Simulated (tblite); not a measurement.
# C6H11BCl: the cost of one run

Programs: tblite 0.8.0 and PySCF 2.14.0, with density-fitted response routines of our own. Each step states its level of theory. These are calculated values for one molecule in the gas phase, unless marked as measured. Atoms count from 0, in the outputs and in this text.

## 1. The molecule as given

19 atoms, charge 0, multiplicity 2; geometry from: force field or distance geometry start.

Bonds of the start (Å): C0–C1 1.34, C1–B2 1.54, B2–C3 1.61, C3–C4 1.52, C4–C5 1.51, C4–C6 1.51, C6–Cl7 1.79, C0–H8 1.08, C0–H9 1.07, B2–H10 1.20, C3–H11 1.13, C3–H12 1.09, C4–H13 1.09, C5–H14 1.10, C5–H15 1.12, C5–H16 1.12, C6–H17 1.11, C6–H18 1.11.

## 2. Optimising the geometry with GFN2-xTB

The job: settings as JSON, then the geometry in Å.

```
{"job": {"kind": "relax", "xc": "GFN2-xTB", "basis": "xTB"}, "charge": 0, "multiplicity": 2}
C      3.600500    -0.507500     0.607100
C      2.453900    -1.014600     0.137600
B      1.398200    -0.028600    -0.400800
C     -0.098800    -0.527200    -0.722600
C     -1.007500    -0.100400     0.418900
C     -0.988500     1.406200     0.500500
C     -2.430400    -0.585000     0.248200
Cl    -3.421700    -0.018700     1.633000
H      3.819700     0.549300     0.624500
H      4.334900    -1.185300     0.996400
H      1.748500     0.899300    -1.075100
H     -0.080700    -1.651800    -0.784300
H     -0.482900    -0.071600    -1.633800
H     -0.629800    -0.493400     1.368200
H     -0.014600     1.710600     0.924400
H     -1.837100     1.722400     1.152300
H     -1.095600     1.871500    -0.514000
H     -2.897600    -0.270000    -0.703000
H     -2.380300    -1.696100     0.245400
```

On the command line:

```sh
> OMP_NUM_THREADS=1 python probes_run.py task.json out
```

One launch serves the whole session: the jobs run in the order shown.

**Question.** How long does this first job take on 1 thread of Arm Neoverse V1, shared host?

About 1.6 s.
